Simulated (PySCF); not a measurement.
# How the numerical set-up moves the result for S³⁺

The method stays; parts of the set-up, such as the basis or the Hamiltonian, are changed.

Computed with PySCF 2.14.0. Level: method and basis as typed in the scripts.

2 further runs of the same task are left out: 2 that didn't finish.

## Step 1: The atom

S³⁺: 1 atom, charge 3, spin multiplicity 2.

## Step 2: The base run

input.py

```python
from pyscf import gto, scf, cc

mol = gto.M(
    atom='S 0 0 0',
    basis='jorge-tzp-dkh',
    charge=3,
    spin=1,
    symmetry=True,
    verbose=4,
)
mf = scf.ROHF(mol)
mf = mf.sfx2c1e()
mf = mf.density_fit(auxbasis='def2-universal-jkfit')
mf.kernel()
mycc = cc.CCSD(mf, frozen=5)
mycc.kernel()
e = mycc.eaccsd(nroots=3)[0]
print('roots (eV) =', (e*27.211386).round(3))
mf.dip_moment()
print('orbital energies (hartree):', mf.mo_energy[..., max(0, mol.nelec[1]-3):mol.nelec[0]+3].round(4))
```

Command:

```console
OMP_NUM_THREADS=1 python input.py
```

The log of this run is left out.

In short: E(SCF) = -396.153429 Eh, 7 cycles, E(CCSD) − E(SCF) = -0.07566 Eh, attachment roots -34.183, -34.183, -33.109 eV.

Positive EA roots mean that the added electron is unbound.

## Step 3: Jorge-dzp (X2C off)

Edit 1 changes basis set: jorge-tzp-dkh → jorge-dzp; spin-free X2C: on → off.

input.py

```python
from pyscf import gto, scf, cc

mol = gto.M(
    atom='S 0 0 0',
    basis='jorge-dzp',
    charge=3,
    spin=1,
    symmetry=True,
    verbose=4,
)
mf = scf.ROHF(mol)
mf = mf.density_fit(auxbasis='def2-universal-jkfit')
mf.kernel()
mycc = cc.CCSD(mf, frozen=5)
mycc.kernel()
e = mycc.eaccsd(nroots=3)[0]
print('roots (eV) =', (e*27.211386).round(3))
mf.dip_moment()
print('orbital energies (hartree):', mf.mo_energy[..., max(0, mol.nelec[1]-3):mol.nelec[0]+3].round(4))
```

Command:

```console
OMP_NUM_THREADS=1 python input.py
```

## Step 4: Cc-pvtz-dk

Edit 2 changes basis set: jorge-tzp-dkh → cc-pvtz-dk.

input.py, as its differences from that of step 2:

```diff
@@ -4,3 +4,3 @@
     atom='S 0 0 0',
-    basis='jorge-tzp-dkh',
+    basis='cc-pvtz-dk',
     charge=3,
```

## Step 5: Aug-cc-pvdz (X2C off)

Edit 3 changes basis set: jorge-tzp-dkh → aug-cc-pvdz; spin-free X2C: on → off.

input.py, as its differences from that of step 2:

```diff
@@ -4,3 +4,3 @@
     atom='S 0 0 0',
-    basis='jorge-tzp-dkh',
+    basis='aug-cc-pvdz',
     charge=3,
@@ -11,3 +11,2 @@
 mf = scf.ROHF(mol)
-mf = mf.sfx2c1e()
 mf = mf.density_fit(auxbasis='def2-universal-jkfit')
```

## Step 6: Def2-tzvp (X2C off)

Edit 4 changes basis set: jorge-tzp-dkh → def2-tzvp; spin-free X2C: on → off.

input.py, as its differences from that of step 2:

```diff
@@ -4,3 +4,3 @@
     atom='S 0 0 0',
-    basis='jorge-tzp-dkh',
+    basis='def2-tzvp',
     charge=3,
@@ -11,3 +11,2 @@
 mf = scf.ROHF(mol)
-mf = mf.sfx2c1e()
 mf = mf.density_fit(auxbasis='def2-universal-jkfit')
```

**Question.** What will these runs give? Wanted: for each run, E(SCF); from base; after the SCF.

As calculated:

```csv
run,E(SCF) (hartree),from base (eV),cycles,functions,after the SCF
base,-396.153429,0,7,40,"CCSD correlation -2.059 eV, core frozen, first root -34.18 eV"
jorge-dzp (X2C off),-395.062973,not comparable,7,24,"CCSD correlation -1.819 eV, core frozen, first root -34.00 eV"
cc-pvtz-dk,-396.156635,-0.0873,7,34,"CCSD correlation -2.052 eV, core frozen, first root -34.19 eV"
aug-cc-pvdz (X2C off),-395.064198,not comparable,6,27,"CCSD correlation -1.827 eV, core frozen, first root -34.02 eV"
def2-tzvp (X2C off),-395.066565,not comparable,7,37,"CCSD correlation -2.049 eV, core frozen, first root -34.18 eV"
```

What this shows: cc-pvtz-dk (34 functions) gives an energy 0.09 eV lower than jorge-tzp-dkh (40); size alone doesn't order basis sets of different families.
